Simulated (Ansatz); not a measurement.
Here is an Ansatz 0.2.0 calculation.

The input input.yaml:

```yaml
crystal:
  lattice:
    - [3.23023, -5.57768, -0.0247]
    - [3.23023, 5.57768, -0.0247]
    - [-1.49068, 0.0, 6.3203]
  atoms:
    - { symbol: Hf, position: [0.10178, 0.10178, 0.00912] }
    - { symbol: In, position: [0.79222, 0.48204, 0.00818] }
    - { symbol: In, position: [0.48204, 0.79222, 0.00818] }
    - { symbol: In, position: [0.54472, 0.21983, 0.48398] }
    - { symbol: In, position: [0.21983, 0.54472, 0.48398] }
    - { symbol: Si, position: [0.85433, 0.85433, 0.44523] }
    - { symbol: O, position: [0.835, 0.58822, 0.38104] }
    - { symbol: O, position: [0.58822, 0.835, 0.38104] }
    - { symbol: O, position: [0.02899, 0.02899, 0.295] }
    - { symbol: O, position: [0.9792, 0.9792, 0.69555] }
    - { symbol: O, position: [0.42852, 0.14514, 0.07435] }
    - { symbol: O, position: [0.14514, 0.42852, 0.07435] }
kpoints:
  mp_grid: { grid: [3, 3, 2] }
scf:
  occupations: { method: fermi_dirac, width: 0.05 }
hamiltonian:
  xc: pbe
  dispersion: d4
  pseudopotentials: { kind: all_electron, datasets: crystal }
output:
  forces: true
  stress: true
relax:
  f_tol: 0.02
  max_steps: 60
  cell: {}
```

Potentials or basis: all-electron PAW datasets made for the crystal.

Command:

```console
$ ansatz run input.yaml --threads 8 --pin off --max-ram 24576MiB --backend cpu --events-out ev --progress --plain --runs-dir out
```

(1) Predict the relaxed volume.

(2) Predict the relaxed cell.

Results:

(1) 17.74 Å³/atom.

(2) a = 6.274 Å, b = 6.274 Å, c = 6.571 Å, α = 96.75°, β = 96.75°, γ = 121.99°.

Caveat: the k mesh is coarse (spacing up to 0.50 Å⁻¹), so the values aren't converged.
